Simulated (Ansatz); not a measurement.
# Al2BAs3: from a guess to a relaxed structure

Aim: relax a trial structure of Al2BAs3 and see where it ends, then test the end with a random kick.

Program: Ansatz 0.2.0. Level of theory: DFT PBE, scalar-relativistic, plane waves, PAW. These are calculated values, not measurements.

### 1 Starting point

The structure is tetragonal, space group I-4m2 (No. 119). Conventional cell: a = 3.735 Å, b = 3.735 Å, c = 15.848 Å, α = 90.00°, β = 90.00°, γ = 90.00°. Around Al (site symmetry 2mm) lie 4 As at 2.29 Å. Around B (site symmetry -4m2) lie 4 As at 2.29 Å. As (site symmetry 2mm) is surrounded by 2 B at 2.29 Å and 2 Al at 2.29 Å. As (site symmetry -4m2) has 4 Al at 2.29 Å as nearest neighbours.

Coordinates:

```cif
data_structure
_symmetry_space_group_name_H-M 'I-4m2'
_symmetry_Int_Tables_number 119
_cell_length_a 3.7354
_cell_length_b 3.7354
_cell_length_c 15.8481
_cell_angle_alpha 90.000
_cell_angle_beta 90.000
_cell_angle_gamma 90.000
_cell_volume 221.14
loop_
_atom_site_label
_atom_site_type_symbol
_atom_site_symmetry_multiplicity
_atom_site_Wyckoff_symbol
_atom_site_fract_x
_atom_site_fract_y
_atom_site_fract_z
_atom_site_occupancy
Al1 Al 4 e 0.50000 0.50000 0.33333 1
B1 B 2 b 0.50000 0.50000 0.00000 1
As1 As 4 f 0.00000 0.50000 0.08333 1
As2 As 2 d 0.50000 0.00000 0.25000 1
```

The start is an ordering of an alloy on its end members' structure types: elements ordered on the sites of the AlAs type, B/Al on Al (I-4m2, No. 119).

### 2 Probe: one point on a coarse mesh

input.yaml

```yaml
crystal:
  lattice:
    - [-1.86771618, 1.86771618, 7.92404866]
    - [1.86771618, -1.86771618, 7.92404866]
    - [1.86771618, 1.86771618, -7.92404866]
  atoms:
    - { symbol: Al, position: [0.83333333, 0.83333333, 0.0] }
    - { symbol: Al, position: [0.16666667, 0.16666667, 0.0] }
    - { symbol: B, position: [0.5, 0.5, 0.0] }
    - { symbol: As, position: [0.58333333, 0.08333333, 0.5] }
    - { symbol: As, position: [0.25, 0.75, 0.5] }
    - { symbol: As, position: [0.91666667, 0.41666667, 0.5] }
basis:
  ecutwfc: 420
kpoints:
  mp_grid: { grid: [6, 6, 6] }
hamiltonian:
  xc: pbe
scf:
  occupations: { method: gaussian, width: 0.1 }
  lower_state_search: "off"
output:
  forces: true
  stress: true
  eigenvalues: true
```

On the command line:

```
ansatz run input.yaml --threads 1 --pin off --max-ram 2560MiB --backend cpu --events-out ev --progress --plain --runs-dir out
```

Further runs follow: a loose first relaxation; relaxation on the finer mesh; kick test: the unmoved cell on a coarse mesh; random kick, then relaxation.

Before running it: what results should come out? Wanted: conventional cell; volume; energy over the elements; gap on the mesh.

As calculated:

```
                              quantity                                                                       value
symmetry at the end (tolerance 0.02 Å)                                                 space group I-4m2 (No. 119)
                     conventional cell  a = 3.799 Å, b = 3.799 Å, c = 16.744 Å, α = 90.00°, β = 90.00°, γ = 90.00°
                                volume                                                               20.13 Å³/atom
              energy over the elements                                                               -0.15 eV/atom
                       gap on the mesh                                                                     0.84 eV
```

The space group I-4m2 (No. 119) is kept, and the volume per atom grows by 9.3 % from the first guess. It lies below the elements, which doesn't yet make it stable: competing phases were not computed in this session. The kicked cell came back to the same energy, so the end is stable against the distortions that fit this cell and this draw; modes that don't fit the cell aren't tested.
